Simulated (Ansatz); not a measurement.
**C₂H₄InNO: up Jacob's ladder to CCSD(T)**

Aim: compute C₂H₄InNO with functionals from several rungs and with coupled cluster, and see how far each lands from CCSD(T) at the basis-set limit for the atomisation energy.

Method: functionals in def2-TZVPP, the program's frozen cores in correlated methods; program: Ansatz 0.2.0, Gaussian basis.

Levels to be run: PBE-D4, r2SCAN-D4, PBE0-D4, B3LYP-D4, ωB97X-V, ωB97M-V, B2PLYP; CCSD(T)/def2-TZVPP; MP2/def2-QZVPP; extrapolation to the limit.

### Step 1. The relaxed structure

The geometry comes from an earlier relaxation with PBE0-D4 in a triple-zeta def2 set; it is a stationary point, not always the lowest conformer. In takes the def2 core potential; no spin-orbit term is included.

9 atoms, charge 0, spin multiplicity 1.

Atoms are counted from 1 here; the program's logs count them from 0.

Bond lengths: C1–N2 1.261 Å, C1–In5 2.146 Å, C1–H6 1.089 Å, N2–C3 1.457 Å, C3–O4 1.375 Å, C3–H7 1.101 Å, C3–H8 1.101 Å, O4–In5 2.022 Å, In5–H9 1.692 Å. Angles: N2–C1–In5 111.0°, N2–C1–H6 118.7°, In5–C1–H6 130.3°, C1–N2–C3 118.8°, N2–C3–O4 117.8°, N2–C3–H7 105.0°, N2–C3–H8 105.0°, O4–C3–H7 110.9°, O4–C3–H8 110.9°, H7–C3–H8 106.6°, C3–O4–In5 111.3°, C1–In5–O4 81.0°, C1–In5–H9 160.1°, O4–In5–H9 118.8°.

As a file:

```mol
C2H4InNO
  3D, bonds by distance, orders not assigned

  9  9  0  0  0  0  0  0  0  0999 V2000
    0.0820    1.2498    0.5526 C   0  0
    1.1145    0.6263    0.1835 N   0  0
    0.9640   -0.7018   -0.3965 C   0  0
   -0.3076   -1.2111   -0.5126 O   0  0
   -1.6869    0.0898    0.1893 In  0  0
    0.1970    2.2427    0.9852 H   0  0
    1.4527   -0.6390   -1.3809 H   0  0
    1.5937   -1.3567    0.2251 H   0  0
   -3.3211   -0.3465    0.1372 H   0  0
  1  2  8  0
  2  3  8  0
  3  4  8  0
  4  5  8  0
  1  6  8  0
  3  7  8  0
  3  8  8  0
  5  9  8  0
  1  5  8  0
M  END
```

### Step 2. PBE-D4 (GGA)

Input file in.yaml:

```yaml
crystal:
  periodic: [false, false, false]
  atoms:
    - {symbol: C, position_ang: [0.082022, 1.249845, 0.552563]}
    - {symbol: N, position_ang: [1.114543, 0.626289, 0.183521]}
    - {symbol: C, position_ang: [0.964019, -0.701782, -0.396526]}
    - {symbol: O, position_ang: [-0.307632, -1.211088, -0.512551]}
    - {symbol: In, position_ang: [-1.686896, 0.089802, 0.189297]}
    - {symbol: H, position_ang: [0.197048, 2.242725, 0.985218]}
    - {symbol: H, position_ang: [1.452696, -0.638971, -1.380931]}
    - {symbol: H, position_ang: [1.593668, -1.356655, 0.225124]}
    - {symbol: H, position_ang: [-3.321069, -0.346465, 0.137187]}
basis:
  gaussian: {orbitals: def2-TZVPP}
hamiltonian: {xc: pbe, dispersion: d4}
output: {forces: true, orbitals: {seedname: orbitals}}
```

The run is started by

```console
$ ansatz run in.yaml --threads 4 --pin off --events-out ev --progress --plain --max-ram 10444MiB
```

After this run come: r2SCAN-D4 (meta-GGA); PBE0-D4 (hybrid); B3LYP-D4 (hybrid); ωB97X-V (range-separated); ωB97M-V (range-separated); B2PLYP (double hybrid); CCSD(T) in def2-TZVPP; MP2 in def2-QZVPP.

Before running them: what should the planned runs give, taken together? Wanted: atomisation energy, CCSD(T)/CBS; farthest; mean size of error, hybrid; mean size of error, range-separated; gap, smallest and largest; T1 diagnostic; triples share of the correlation energy.

The runs gave:

| quantity | value |
| --- | --- |
| atomisation energy, CCSD(T)/CBS | 3280.0 kJ/mol |
| functionals within 32.8 kJ/mol (1.0 %) | r2SCAN-D4, PBE0-D4, B3LYP-D4, ωB97X-V, ωB97M-V |
| farthest | PBE-D4 (+129.8 kJ/mol) |
| mean size of error, hybrid | 13.0 kJ/mol |
| mean size of error, range-separated | 9.1 kJ/mol |
| gap, smallest and largest | 3.06 eV (PBE-D4), 9.03 eV (ωB97X-V) |
| T1 diagnostic | 0.0189 |
| triples share of the correlation energy | 4.2 % |

PBE-D4 misses by +129.8 kJ/mol. Double hybrids carry the basis error of their MP2 part in triple zeta, and no dispersion term here, so their miss is partly the set-up's. The reference freezes the cores and leaves out spin-orbit coupling and excitations past (T), and its outer-core shells are covered unevenly, so misses under about 32.8 kJ/mol can't be ranked. All levels share the lack of spin-orbit coupling, which lowers the free heavy atoms and so the true binding. Hartree-Fock recovers 65 % of the binding; the rest is correlation. Orbital gaps span 3.1 to 9.0 eV; exact exchange widens them. Correlated methods include outer-core shells of In, which these sets cover unevenly.
